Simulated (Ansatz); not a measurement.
Consider a frozen displacement of one atom of La2O3, space group P-62m (the Ansatz DFT code, driven from Python).

Script `push_la2o3.py`:
```python
import ansatz as az
import numpy as np

lattice = az.Lattice.of(
    [6.26678, 0.0, 0.0],
    [-3.13339, 5.427191, 0.0],
    [0.0, 0.0, 3.299766],
)
sites = [
    ("La", [1 / 3, 2 / 3, 0.5]),
    ("La", [2 / 3, 1 / 3, 0.5]),
    ("O", [0.491986, 0.491986, 0.0]),
    ("O", [0.0, 0.508014, 0.0]),
    ("O", [0.508014, 0.0, 0.0]),
]
structure = az.Crystal(lattice=lattice)
for symbol, position in sites:
    structure = structure.atom(symbol, position)

inverse = np.linalg.inv(np.array(structure.lattice.vectors))
home = np.array(structure.sites[2].position)
values = np.linspace(-0.05, 0.05, 5)
energies, pulls = [], []
for shift in values:
    moved = structure.move(2, to=home + shift * inverse[2])
    setup = moved.calculation().functional("r2scan").kpoints(6, 6, 6).occupations("fixed").forces()
    summary = setup.run(threads=1, pin="off").report
    energies.append(summary["free_energy_ev"])
    pulls.append(summary["forces_ev_ang"][2][2])

print("shift (A)   dE (eV)   force along z (eV/A)")
for shift, e, f in zip(values, energies, pulls):
    print(f"{shift:8.3f} {e - energies[2]:10.5f} {f:12.4f}")
print(f"stiffness from energies {2 * np.polyfit(values, energies, 2)[0]:.3f}, from forces {-np.polyfit(values, pulls, 1)[0]:.3f} eV/A^2")
```

How stiff is this displacement, and do energies and forces agree?

The curvature of the energy gives 3.011 eV/Å² and the slope of the force 3.016 eV/Å², a positive curvature.

What the script printed:

```console
$ python push_la2o3.py
DeckWarning: basis.ecutwfc = 500 eV, auto-derived from the records' recommended cutoffs: set by La (their level for a meta-GGA)
shift (A)   dE (eV)   force along z (eV/A)
  -0.050    0.00376       0.1510
  -0.025    0.00094       0.0751
   0.000    0.00000       0.0000
   0.025    0.00094      -0.0751
   0.050    0.00376      -0.1510
stiffness from energies 3.011, from forces 3.016 eV/A^2
```
(Warnings from the package without file and line.)

Caveats:
- This cell is a computed structure, which may not be the phase found in nature.
- All periodic images of the atom move with it, so the curvature is one diagonal element of the zone-centre force constants and no normal mode; a positive value doesn't exclude soft modes in which several atoms move.
- Run time: 2.2 min on 1 thread of Intel(R) Xeon(R) Processor @ 2.30GHz, on a shared host, peak memory 0.84 GiB.
